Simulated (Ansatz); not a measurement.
# SrVO3, relaxed

Wanted: the geometry at rest of SrVO3 (a crystal from a database, its volume scaled a little), relaxing cell and atoms, and its electronic structure there.

Computed, not measured: Ansatz 0.2.0, DFT, r2SCAN, collinear spin, plane waves, PAW.

**1. Geometry**

It takes space group Pm-3m (No. 221, cubic). Conventional cell: a = 3.813 Å, b = 3.813 Å, c = 3.813 Å, α = 90.00°, β = 90.00°, γ = 90.00°. Sr (site symmetry m-3m) has 12 O at 2.70 Å as nearest neighbours. V (site symmetry m-3m) is surrounded by 6 O at 1.91 Å. O (site symmetry 4/mmm) is surrounded by 2 V at 1.91 Å and 4 Sr at 2.70 Å.

Its coordinates follow in the input file.

It starts from an earlier solution of the starting cell (checkpoint.read).

**2. The relaxation**

The input, input.yaml:

```yaml
crystal:
  lattice:
    - [3.81348188, 0.0, 0.0]
    - [0.0, 7.62696377, 0.0]
    - [0.0, 0.0, 3.81348188]
  atoms:
    - { symbol: Sr, position: [0.0, 0.0, 0.0] }
    - { symbol: Sr, position: [0.0, 0.5, 0.0] }
    - { symbol: V, position: [0.5, 0.25, 0.5], spin: 2.0 }
    - { symbol: V, position: [0.5, 0.75, 0.5], spin: 2.0 }
    - { symbol: O, position: [0.5, 0.0, 0.5] }
    - { symbol: O, position: [0.5, 0.5, 0.5] }
    - { symbol: O, position: [0.0, 0.25, 0.5] }
    - { symbol: O, position: [0.0, 0.75, 0.5] }
    - { symbol: O, position: [0.5, 0.25, 0.0] }
    - { symbol: O, position: [0.5, 0.75, 0.0] }
kpoints:
  mp_grid: { grid: [6, 3, 6], shift: [0, 0, 0] }
magnetization:
  spin_polarized: true
scf:
  occupations: { method: gaussian, width: 0.0543 }
  lower_state_search: "off"
hamiltonian:
  pseudopotentials: { kind: paw }
  xc: r2scan
basis:
  ecutwfc: 500
  fft_grid_basis: typed
relax:
  max_steps: 40
  cell: { p_target: 0.0 }
output:
  forces: true
  stress: true
  eigenvalues: true
  bader: true
  populations: true
  elf: true
  write_potential: true
  volumetric_format: npy
  dos:
    e_range: [-12, 8]
    de: 0.05
    projected: { site_lists: { O: [O], Sr: [Sr], V: [V] } }
  write_density: true
checkpoint:
  read: saved_state
```

Launch:

```
> ansatz run input.yaml --threads 2 --pin off --max-ram 4096MiB --backend cpu --events-out ev --progress --plain --runs-dir out
```

What does the calculation give? Wanted: moves; energy gained; largest move; cell; volume; pressure at the end; character; Bader charges; net moment.

As calculated:

| quantity | value |
| --- | --- |
| moves | 4 |
| energy gained | 3.0 meV/atom |
| largest move | 0.00 Å |
| space group (0.01 Å), before / after | Pm-3m / P4/mmm |
| cell | a = 3.850 Å, b = 7.632 Å, c = 3.850 Å, α = 90.00°, β = 90.00°, γ = 90.00° |
| volume | 11.31 Å³/atom (+2.0 %) |
| pressure at the end | 0.00 GPa |
| formation energy (elements from separate runs) | -3.04 eV/atom |
| character | metal |
| density of states, mean within 0.25 eV of the Fermi level | 3.2 per eV per cell |
| Bader charges | Sr +1.63, V +2.17, O -1.27 to -1.26 e |
| net moment | 1.78 μB per cell |
| largest moment | 0.88 μB on V (Bader basin) |

What this shows: The volume grew by 2.0 %, and the atoms end where they began within the cell; the energy fell by 3.0 meV per atom. Within 0.01 Å the space group went from Pm-3m to P4/mmm. The cell is metallic; within 0.25 eV of the Fermi level the density of states averages 3.2 per eV per cell, mostly V d (74 %) and O p (23 %). Semilocal functionals often make such open-shell compounds metallic where a U or a hybrid opens a gap. By Bader's partition V gives up most (+2.17 e) and O takes most (-1.27 e). Against the elements' reference phases (Sr fcc, V bcc, O2 molecule; separate runs with the same functional) the formation energy is -3.04 eV per atom, which says nothing yet of rival compounds.

Caveats: a 3d oxide or halide that comes out metallic without a U or exact exchange, which may be an insulator in nature; one start, so the state may not be the lowest.
